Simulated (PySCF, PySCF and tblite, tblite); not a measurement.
**C12H12Ge: conformers and averaged spectra**

Which conformers does C12H12Ge (`c1cc[c]([GeH2][c]2ccccc2)cc1`) populate, and what do their averaged NMR parameters look like?

Programs: PySCF 2.14.0 with density-fitted response routines of our own, and tblite 0.8.0. All values are computed, except where a source is named. Atoms count from 0 throughout.

## Step 1: The molecule as given

25 atoms, charge 0, multiplicity 1; geometry from: UFF geometry.

Bonds of the start (Å): C0–C1 1.41, C0–C12 1.39, C0–H13 1.09, C10–H22 1.08, C11–C12 1.40, C11–H23 1.08, C12–H24 1.08, C1–C2 1.41, C1–H14 1.08, C2–C3 1.38, C2–H15 1.07, C3–C11 1.41, C3–Ge4 1.92, C5–C10 1.40, C5–C6 1.40, C6–C7 1.41, C6–H18 1.08, C7–C8 1.39, C7–H19 1.08, C8–C9 1.41, C8–H20 1.08, C9–C10 1.40, C9–H21 1.09, Ge4–C5 1.91 and more.

## Step 2: GFN2-xTB relaxation, conformer 1

Job settings and geometry (Å):

```
{"job": {"xc": "GFN2-xTB", "basis": "xTB", "kind": "relax"}, "charge": 0, "multiplicity": 1}
C     -3.887300     0.395100     0.726500
C     -3.792700     0.362500    -0.676200
C     -2.599900    -0.103000    -1.261200
C     -1.535000    -0.505900    -0.476600
Ge     0.080400    -1.156800    -1.279600
C      1.586800    -0.310500    -0.454000
C      2.692300    -1.073900    -0.051500
C      3.800200    -0.454000     0.555600
C      3.805800     0.923400     0.744800
C      2.701600     1.693600     0.339700
C      1.599900     1.076400    -0.266000
C     -1.650200    -0.482500     0.929400
C     -2.830800    -0.019900     1.534100
H     -4.804200     0.751100     1.186800
H     -4.620400     0.689100    -1.280600
H     -2.535900    -0.127700    -2.331800
H      0.076500    -0.808000    -2.795000
H      0.171100    -2.696700    -1.103000
H      2.693500    -2.146500    -0.188800
H      4.647700    -1.050800     0.871700
H      4.650900     1.410800     1.211600
H      2.711300     2.769600     0.483800
H      0.765200     1.686900    -0.566500
H     -0.828800    -0.810500     1.549800
H     -2.909100     0.012400     2.606000
```

Run with:

```
$ OMP_NUM_THREADS=1 python ens_run.py task.json out
```

The driver reads the study from task.json and runs its stages one after another.

Output:

```text
step      E/eV     max force
  0    -916.42341    1.524
  1    -916.53588    0.618
  2    -916.56599    0.314
  3    -916.58119    0.231
  4    -916.58601    0.232
  5    -916.59261    0.142
  6    -916.59481    0.107
  7    -916.59749    0.113
  8    -916.60028    0.145
  9    -916.60283    0.105
 10    -916.60438    0.079
 11    -916.60552    0.076
 12    -916.60658    0.067
 13    -916.60740    0.044
 14    -916.60785    0.038
 15    -916.60785    0.038
 16    -916.60801    0.027
 17    -916.60837    0.021
 18    -916.60843    0.019
 19    -916.60853    0.021
 20    -916.60860    0.016
 21    -916.60866    0.019
 22    -916.60871    0.016
 23    -916.60877    0.014
 24    -916.60881    0.013
 25    -916.60885    0.011
 26    -916.60888    0.011
 27    -916.60892    0.012
 28    -916.60895    0.012
 29    -916.60898    0.009
 30    -916.60899    0.006
 31    -916.60900    0.005
 32    -916.60901    0.007
 33    -916.60901    0.006
 34    -916.60902    0.006
 35    -916.60903    0.008
 36    -916.60904    0.006
 37    -916.60905    0.005
 38    -916.60905    0.003
```

Wall time 0.42 s (1 thread of Intel Xeon 6975P-C, shared host).

Gain 0.186 eV; displacement 0.04 Å root mean square.

## Step 3: GFN2-xTB relaxation, conformer 2

Job settings and geometry (Å):

```
{"job": {"xc": "GFN2-xTB", "basis": "xTB", "kind": "relax"}, "charge": 0, "multiplicity": 1}
C      3.691100    -0.728200    -1.280300
C      3.076600     0.451500    -1.758800
C      2.046000     1.031600    -1.025300
C      1.598300     0.463900     0.160400
Ge     0.129200     1.232100     1.138400
C     -1.507000     0.467300     0.468100
C     -2.002600    -0.706600     1.035300
C     -3.165500    -1.283700     0.537000
C     -3.829300    -0.700600    -0.546700
C     -3.330700     0.469700    -1.121000
C     -2.161200     1.049100    -0.622000
C      2.188100    -0.728500     0.632400
C      3.231300    -1.310900    -0.080900
H      4.494100    -1.181500    -1.840800
H      3.419400     0.905900    -2.670300
H      1.567500     1.939100    -1.390000
H      0.115500     2.770900     0.911600
H      0.275100     0.921400     2.643200
H     -1.491000    -1.173900     1.876100
H     -3.556200    -2.194400     0.981400
H     -4.740900    -1.140000    -0.935600
H     -3.836900     0.926900    -1.964400
H     -1.759500     1.958100    -1.064900
H      1.839000    -1.196500     1.544600
H      3.698600    -2.218500     0.272100
```

Output:

```text
step      E/eV     max force
  0    -916.45748    1.343
  1    -916.53718    0.524
  2    -916.56402    0.332
  3    -916.57829    0.245
  4    -916.58133    0.188
  5    -916.58429    0.080
  6    -916.58502    0.058
  7    -916.58657    0.087
  8    -916.58798    0.094
  9    -916.58924    0.068
 10    -916.59020    0.062
 11    -916.59120    0.071
 12    -916.59214    0.060
 13    -916.59273    0.045
 14    -916.59302    0.033
 15    -916.59302    0.033
 16    -916.59315    0.032
 17    -916.59370    0.024
 18    -916.59380    0.025
 19    -916.59418    0.036
 20    -916.59436    0.038
 21    -916.59456    0.028
 22    -916.59469    0.021
 23    -916.59484    0.022
 24    -916.59498    0.023
 25    -916.59509    0.022
 26    -916.59519    0.017
 27    -916.59528    0.022
 28    -916.59536    0.020
 29    -916.59541    0.014
 30    -916.59544    0.011
 31    -916.59546    0.014
 32    -916.59550    0.018
 33    -916.59555    0.018
 34    -916.59558    0.011
 35    -916.59560    0.008
 36    -916.59561    0.006
 37    -916.59562    0.006
 38    -916.59562    0.005
 39    -916.59563    0.006
 40    -916.59564    0.006
 41    -916.59565    0.008
 42    -916.59566    0.008
 43    -916.59567    0.007
 44    -916.59568    0.010
 45    -916.59570    0.013
 46    -916.59574    0.017
 47    -916.59580    0.023
 48    -916.59588    0.028
 49    -916.59597    0.030
 50    -916.59607    0.029
 51    -916.59619    0.026
 52    -916.59635    0.027
 53    -916.59650    0.025
 54    -916.59662    0.025
 55    -916.59673    0.023
 56    -916.59682    0.020
 57    -916.59688    0.016
 58    -916.59693    0.016
 59    -916.59697    0.018
 60    -916.59701    0.014
 61    -916.59703    0.008
 62    -916.59704    0.004
 63    -916.59704    0.004
```

Run time: 0.66 s. Hardware: 1 thread of Intel Xeon 6975P-C, shared host.

Gain 0.140 eV; displacement 0.09 Å root mean square.

## Step 4: Shieldings, conformer 1: PBE0/6-31G*

Job settings and geometry (Å):

```
{"job": {"xc": "PBE0", "basis": "6-31G*", "kind": "nmr", "pop": true}, "charge": 0, "multiplicity": 1}
C     -3.908319     0.406290     0.730644
C     -3.810016     0.367103    -0.649673
C     -2.650793    -0.094678    -1.247456
C     -1.577042    -0.523138    -0.478048
Ge     0.082958    -1.167351    -1.299019
C      1.635887    -0.317057    -0.456380
C      2.733340    -1.057859    -0.037611
C      3.815877    -0.440530     0.563593
C      3.812264     0.930683     0.754144
C      2.722324     1.680866     0.344569
C      1.643227     1.058001    -0.254522
C     -1.687372    -0.474156     0.906505
C     -2.843453    -0.014971     1.509813
H     -4.812479     0.767065     1.199292
H     -4.638146     0.698556    -1.259959
H     -2.572729    -0.124281    -2.326732
H      0.021609    -0.878073    -2.778059
H      0.230734    -2.662078    -1.161769
H      2.734998    -2.130139    -0.186230
H      4.663904    -1.028379     0.885238
H      4.656754     1.414456     1.223265
H      2.715375     2.751248     0.494232
H      0.787510     1.642697    -0.569232
H     -0.851387    -0.797017     1.514817
H     -2.915962     0.016886     2.587711
```

Output:

```text
coarse grid: 99240 points
cycle   1  E = -2540.3056095907  dE =  1.725e+00  |g| = 6.062e-01  |ddm| = 5.176e+00
cycle   2  E = -2540.2921785338  dE =  1.343e-02  |g| = 6.823e-01  |ddm| = 1.322e+00
cycle   3  E = -2540.3858989864  dE = -9.372e-02  |g| = 4.572e-02  |ddm| = 7.489e-01
cycle   4  E = -2540.3859857375  dE = -8.675e-05  |g| = 3.805e-02  |ddm| = 8.188e-02
cycle   5  E = -2540.3863542973  dE = -3.686e-04  |g| = 1.086e-02  |ddm| = 5.078e-02
cycle   6  E = -2540.3863893328  dE = -3.504e-05  |g| = 2.604e-03  |ddm| = 1.582e-02
cycle   7  E = -2540.3863905608  dE = -1.228e-06  |g| = 4.162e-04  |ddm| = 2.567e-03
final grid: 212000 points
cycle   8  E = -2540.3864837873  dE =  4.202e-08  |g| = 6.773e-04  |ddm| = 2.057e-03
cycle   9  E = -2540.3864835065  dE =  2.808e-07  |g| = 1.193e-03  |ddm| = 1.980e-03
cycle  10  E = -2540.3864839172  dE = -4.107e-07  |g| = 6.253e-05  |ddm| = 1.293e-03
cycle  11  E = -2540.3864839183  dE = -1.093e-09  |g| = 1.324e-05  |ddm| = 8.951e-05
cycle  12  E = -2540.3864839183  dE = -2.501e-11  |g| = 5.127e-06  |ddm| = 1.489e-05
converged SCF energy = -2540.3864839183

GIAO shielding tensors (ppm)
atom      isotropic    diamagn.    paramagn.     s11        s22        s33       span
  0 C       73.107     256.017    -182.910    -23.826     55.222    187.924    211.750
  1 C       75.055     256.100    -181.045    -21.830     60.971    186.024    207.853
  2 C       66.448     261.100    -194.652    -36.831     59.090    177.086    213.917
  3 C       66.861     255.554    -188.693    -13.602     25.838    188.347    201.949
  4 Ge    1608.433    2765.404   -1156.971   1538.377   1588.451   1698.472    160.095
  5 C       66.859     255.553    -188.694    -13.599     25.839    188.337    201.935
  6 C       66.456     261.090    -194.634    -36.811     59.082    177.098    213.910
  7 C       75.049     256.094    -181.045    -21.840     60.970    186.018    207.858
  8 C       73.100     256.004    -182.903    -23.835     55.217    187.919    211.755
  9 C       74.764     258.844    -184.080    -23.276     61.258    186.310    209.586
 10 C       66.418     264.245    -197.826    -36.779     54.464    181.570    218.349
 11 C       66.424     264.246    -197.823    -36.768     54.464    181.575    218.344
 12 C       74.760     258.845    -184.086    -23.280     61.247    186.312    209.592
 13 H       24.943      25.729      -0.786     21.480     25.814     27.536      6.056
 14 H       24.938      26.388      -1.450     21.306     25.656     27.853      6.547
 15 H       24.506      32.260      -7.754     19.799     23.244     30.475     10.676
 16 H       27.052      32.749      -5.697     20.391     22.431     38.333     17.943
 17 H       27.051      32.749      -5.698     20.391     22.428     38.334     17.942
 18 H       24.506      32.253      -7.747     19.800     23.244     30.473     10.674
 19 H       24.938      26.382      -1.445     21.305     25.656     27.852      6.547
 20 H       24.944      25.727      -0.783     21.479     25.815     27.538      6.059
 21 H       25.036      30.670      -5.634     21.275     25.329     28.505      7.230
 22 H       24.857      38.070     -13.213     19.879     22.809     31.883     12.004
 23 H       24.854      38.061     -13.206     19.883     22.806     31.874     11.991
 24 H       25.035      30.667      -5.631     21.275     25.330     28.502      7.227
```

It took 50 s on 1 thread of Intel Xeon 6975P-C, shared host; peak memory 1.2 GiB.

This run: HOMO -6.96 eV, LUMO -0.12 eV; dipole 0.88 D.

## Step 5: Shieldings, conformer 2: PBE0/6-31G*

Job settings and geometry (Å):

```
{"job": {"xc": "PBE0", "basis": "6-31G*", "kind": "nmr", "pop": false}, "charge": 0, "multiplicity": 1}
C      3.770580    -0.705154    -1.267838
C      3.167648     0.450378    -1.735438
C      2.118762     1.014478    -1.032438
C      1.658110     0.436437     0.143351
Ge     0.127328     1.202155     1.100326
C     -1.562933     0.444141     0.456903
C     -2.085726    -0.710390     1.024787
C     -3.257070    -1.267818     0.545164
C     -3.920637    -0.675096    -0.515912
C     -3.408161     0.474427    -1.093408
C     -2.236606     1.026745    -0.608726
C      2.270234    -0.723425     0.600313
C      3.320834    -1.291651    -0.096824
H      4.590771    -1.147515    -1.814620
H      3.517137     0.911210    -2.648473
H      1.649774     1.920265    -1.395685
H      0.109032     2.694357     0.891748
H      0.270240     0.921308     2.573894
H     -1.567717    -1.172331     1.855848
H     -3.654809    -2.164680     0.998719
H     -4.836779    -1.107513    -0.891554
H     -3.923993     0.939902    -1.921348
H     -1.836727     1.927075    -1.058140
H      1.918785    -1.181010     1.516606
H      3.790986    -2.192151     0.272354
```

Output:

```text
coarse grid: 99240 points
cycle   1  E = -2540.3028831790  dE =  1.730e+00  |g| = 6.107e-01  |ddm| = 5.174e+00
cycle   2  E = -2540.2880333678  dE =  1.485e-02  |g| = 6.909e-01  |ddm| = 1.354e+00
cycle   3  E = -2540.3849622554  dE = -9.693e-02  |g| = 4.540e-02  |ddm| = 7.619e-01
cycle   4  E = -2540.3850326099  dE = -7.035e-05  |g| = 3.826e-02  |ddm| = 7.688e-02
cycle   5  E = -2540.3854034089  dE = -3.708e-04  |g| = 1.103e-02  |ddm| = 5.091e-02
cycle   6  E = -2540.3854405545  dE = -3.715e-05  |g| = 2.413e-03  |ddm| = 1.603e-02
cycle   7  E = -2540.3854415278  dE = -9.733e-07  |g| = 2.292e-04  |ddm| = 2.216e-03
final grid: 212000 points
cycle   8  E = -2540.3854869376  dE = -1.167e-07  |g| = 2.110e-04  |ddm| = 2.125e-03
cycle   9  E = -2540.3854869344  dE =  3.143e-09  |g| = 2.478e-04  |ddm| = 6.283e-04
cycle  10  E = -2540.3854869500  dE = -1.563e-08  |g| = 4.482e-05  |ddm| = 3.154e-04
cycle  11  E = -2540.3854869504  dE = -3.929e-10  |g| = 1.666e-05  |ddm| = 5.573e-05
converged SCF energy = -2540.3854869504

GIAO shielding tensors (ppm)
atom      isotropic    diamagn.    paramagn.     s11        s22        s33       span
  0 C       73.400     256.004    -182.605    -23.621     55.862    187.959    211.580
  1 C       74.887     257.317    -182.430    -22.271     60.940    185.991    208.261
  2 C       67.603     262.431    -194.828    -33.937     59.271    177.474    211.411
  3 C       64.766     255.880    -191.114    -14.519     20.287    188.530    203.050
  4 Ge    1601.470    2765.765   -1164.295   1556.085   1617.397   1630.927     74.842
  5 C       64.753     255.826    -191.074    -14.523     20.279    188.502    203.025
  6 C       67.623     262.725    -195.102    -33.906     59.222    177.554    211.460
  7 C       74.890     257.623    -182.733    -22.246     60.930    185.986    208.232
  8 C       73.404     256.042    -182.638    -23.607     55.864    187.957    211.564
  9 C       74.893     257.369    -182.476    -22.259     60.960    185.979    208.238
 10 C       67.544     262.459    -194.915    -34.014     59.237    177.409    211.423
 11 C       67.589     262.723    -195.134    -33.973     59.242    177.499    211.472
 12 C       74.884     257.600    -182.716    -22.273     60.936    185.989    208.262
 13 H       25.011      25.650      -0.639     21.384     25.954     27.695      6.311
 14 H       25.012      28.263      -3.251     21.188     25.649     28.199      7.010
 15 H       24.564      34.972     -10.409     19.531     23.330     30.829     11.298
 16 H       27.069      32.881      -5.812     21.215     21.733     38.258     17.042
 17 H       27.057      33.022      -5.965     21.206     21.707     38.258     17.052
 18 H       24.566      35.533     -10.967     19.528     23.339     30.830     11.302
 19 H       25.012      28.754      -3.742     21.187     25.650     28.198      7.011
 20 H       25.012      25.706      -0.694     21.383     25.957     27.695      6.311
 21 H       25.013      28.315      -3.302     21.187     25.649     28.202      7.014
 22 H       24.565      35.005     -10.440     19.519     23.321     30.853     11.334
 23 H       24.563      35.537     -10.974     19.525     23.330     30.834     11.309
 24 H       25.011      28.722      -3.711     21.187     25.648     28.199      7.012
```

Wall time 48 s (1 thread of Intel Xeon 6975P-C, shared host); peak memory 1.2 GiB.

This run: HOMO -6.94 eV, LUMO -0.26 eV; dipole 0.80 D.

## Step 6: Boltzmann average: properties at PBE0/6-31G*

Job settings and geometry (Å):

```
{"job": {"study": "conf", "smiles": "c1cc[c]([GeH2][c]2ccccc2)cc1", "search": {"seed": 9629, "n_embed": 90, "ff_keep": 18, "window": 5.0, "nmax": 9, "temps": [150, 200, 220, 250, 298.15], "t_ref": 298.15, "order": 0.0005, "w0": 0}, "level": {"nmr": {"xc": "PBE0", "basis": "6-31G*"}}, "kind": "conf"}, "charge": 0, "multiplicity": 1}
C     -3.908319     0.406290     0.730644
C     -3.810016     0.367103    -0.649673
C     -2.650793    -0.094678    -1.247456
C     -1.577042    -0.523138    -0.478048
Ge     0.082958    -1.167351    -1.299019
C      1.635887    -0.317057    -0.456380
C      2.733340    -1.057859    -0.037611
C      3.815877    -0.440530     0.563593
C      3.812264     0.930683     0.754144
C      2.722324     1.680866     0.344569
C      1.643227     1.058001    -0.254522
C     -1.687372    -0.474156     0.906505
C     -2.843453    -0.014971     1.509813
H     -4.812479     0.767065     1.199292
H     -4.638146     0.698556    -1.259959
H     -2.572729    -0.124281    -2.326732
H      0.021609    -0.878073    -2.778059
H      0.230734    -2.662078    -1.161769
H      2.734998    -2.130139    -0.186230
H      4.663904    -1.028379     0.885238
H      4.656754     1.414456     1.223265
H      2.715375     2.751248     0.494232
H      0.787510     1.642697    -0.569232
H     -0.851387    -0.797017     1.514817
H     -2.915962     0.016886     2.587711
```

Output:

```text
conformer  sym    E(xTB)   E(DFT)   G(298.15 K)  weight  dipole/D
    1     C2      0.000    0.000    0.000   0.9681    0.881
    2     C2v     0.277    0.827    2.021   0.0319    0.802

mean shielding (ppm) by class
class atoms           150 K      200 K      220 K      250 K   298.15 K
  0 C  0,8           73.106     73.108     73.109     73.111     73.113
  1 C  1,7,9         74.907     74.907     74.907     74.907     74.906
  2 C  2,6,10        66.446     66.456      66.46     66.465     66.473
  3 C  3,5           66.842     66.825     66.818     66.808     66.793
  4 Ge 4           1608.375   1608.318   1608.295   1608.261   1608.211
  5 H  13,20         24.944     24.945     24.945     24.945     24.946
  6 H  14,19,21      24.987     24.987     24.987     24.988     24.988
  7 H  15,18,22       24.68     24.679     24.679     24.678     24.677
  8 H  16,17         27.051     27.051     27.052     27.052     27.052
```

Run time: 1.7 min. Hardware: 1 thread of Intel Xeon 6975P-C, shared host. This counts the runs that the step sums up.

The search (ETKDG, UFF, GFN2-xTB) embedded 90 structures, kept 2 distinct ones after the force field and 2 after xTB; 2 were carried on (window 5.0 kcal/mol at the search's own energies). Energies: PBE0/6-31G* with D3(BJ).

The conformers at 298 K:

```tsv
no.	group	mirror pair	ΔE xTB	ΔE DFT	ΔG	weight (%)	μ (D)	C2–C3–Ge4–C5 (°)	C3–Ge4–C5–C6 (°)	A, B, C (GHz)
1	C2	yes	0.00	0.00	0.00	96.8	0.88	132	132	1.25, 0.36, 0.31
2	C2v	no	0.28	0.83	2.02	3.2	0.80	89	89	1.16, 0.34, 0.33
```

Energies in kcal/mol. ΔG holds xTB vibrations and rotation, symmetry numbers and mirror pairs.

Weights (%) by temperature:

```tsv
no.	150 K	200 K	220 K	250 K	298 K
1	99.2	98.4	98.0	97.5	96.8
2	0.8	1.7	2.0	2.5	3.2
```

Other ways of weighting, at the same temperature:

```tsv
scheme	1	2	mean μ (D)
DFT free energy	97	3	0.88
DFT energy, symmetry counted	89	11	0.87
DFT energy alone	80	20	0.86
xTB energy, symmetry counted	76	24	0.86
xTB free energy	92	8	0.88
lowest conformer only	100	0	0.88
equal weights	50	50	0.84
conformers found from three starts alone	100	0	0.88
```

Shifts against references run at the same level (1H TMS 32.41, 13C TMS 196.4 ppm of shielding), by class of atoms, at 298 K:

```tsv
atoms	environment	no. 1	no. 2	average
C2, C6, C10, C11	aromatic CH	130.0	128.8	129.9
C3, C5	substituted aromatic carbon	129.5	131.6	129.6
C0, C8	aromatic CH	123.3	123.0	123.3
C1, C7, C9, C12	aromatic CH	121.5	121.5	121.5
H15, H18, H22, H23	hydrogen on an aromatic CH	7.73	7.85	7.73
H13, H20	hydrogen on an aromatic CH	7.47	7.40	7.47
H14, H19, H21, H24	hydrogen on an aromatic CH	7.43	7.40	7.42
H16, H17	hydrogen on a germanium bonded to 2 C	5.36	5.35	5.36
Ge4	germanium bonded to 2 C, 2 H	1608 (σ)	1601 (σ)	1608 (σ)
```

Effective distances for nuclear Overhauser effects, ⟨r⁻⁶⟩^(−1/6) over all pairs of two classes (Å): H13···H14 2.77; H14···H15 3.09; H15···H16 3.25.

[end of part 1 of 2]
